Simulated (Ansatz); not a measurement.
**CH₆BSb: small, medium and large basis sets**

How large a basis does CH₆BSb need? Two functionals are run in growing sets.

Method: one geometry, several basis sets; program: Ansatz 0.2.0, Gaussian basis.

Plan: PBE0-D4/def2-SVP; ωB97M-V/def2-SVP; PBE0-D4/def2-QZVPP; ωB97M-V/def2-QZVPP; the functionals' def2-TZVPP values are taken from earlier runs.

1 further run of the same task is left out (for a known fault of the program).

### 1 The geometry

An earlier PBE0-D4 in a triple-zeta def2 set relaxation fixed the geometry. Sb takes the def2 core potential; no spin-orbit term is included.

SMILES `C[BH][SbH2]`, 9 atoms, charge 0, spin multiplicity 1.

Atoms are counted from 1 here; the program's logs count them from 0.

Bond lengths: C1–B2 1.551 Å, C1–H4 1.102 Å, C1–H5 1.095 Å, C1–H6 1.091 Å, B2–Sb3 2.227 Å, B2–H7 1.199 Å, Sb3–H8 1.703 Å, Sb3–H9 1.705 Å. Angles: B2–C1–H4 105.1°, B2–C1–H5 112.5°, B2–C1–H6 116.5°, H4–C1–H5 104.9°, H4–C1–H6 107.2°, H5–C1–H6 109.8°, C1–B2–Sb3 123.7°, C1–B2–H7 119.7°, Sb3–B2–H7 116.5°, B2–Sb3–H8 95.0°, B2–Sb3–H9 95.1°, H8–Sb3–H9 94.0°.

### 2 PBE0-D4 in def2-SVP

The input, in.yaml:

```yaml
crystal:
  periodic: [false, false, false]
  atoms:
    - {symbol: C, position_ang: [-0.696545, 0.976654, -0.600458]}
    - {symbol: B, position_ang: [0.386180, -0.132177, -0.547035]}
    - {symbol: Sb, position_ang: [1.415246, -0.767032, 1.323686]}
    - {symbol: H, position_ang: [-1.637767, 0.449265, -0.824524]}
    - {symbol: H, position_ang: [-0.551655, 1.662636, -1.441476]}
    - {symbol: H, position_ang: [-0.856675, 1.545286, 0.316368]}
    - {symbol: H, position_ang: [0.752715, -0.653490, -1.562157]}
    - {symbol: H, position_ang: [1.257968, -2.435018, 1.019162]}
    - {symbol: H, position_ang: [0.019032, -0.692423, 2.299233]}
basis:
  gaussian: {orbitals: def2-SVP}
hamiltonian: {xc: pbe0, dispersion: d4}
output: {orbitals: {seedname: orbitals}}
```

Launch:

```
ansatz run in.yaml --threads 2 --pin off --events-out ev --progress --plain --max-ram 4352MiB
```

The runs that follow: ωB97M-V in def2-SVP; PBE0-D4 in def2-QZVPP; ωB97M-V in def2-QZVPP.

Before running them: what should the planned runs give, taken together? Wanted: PBE0-D4: double and triple zeta above quadruple; ωB97M-V: double and triple zeta above quadruple.

As calculated:

```
                                       quantity          value
PBE0-D4: double and triple zeta above quadruple  2.34, 0.16 eV
ωB97M-V: double and triple zeta above quadruple  2.55, 0.16 eV
```

For PBE0-D4 the step from double to triple zeta gains 2.18 eV and the next only 0.16 eV. These are total energies; as a rule much of such shifts cancels in differences, which this series doesn't test.
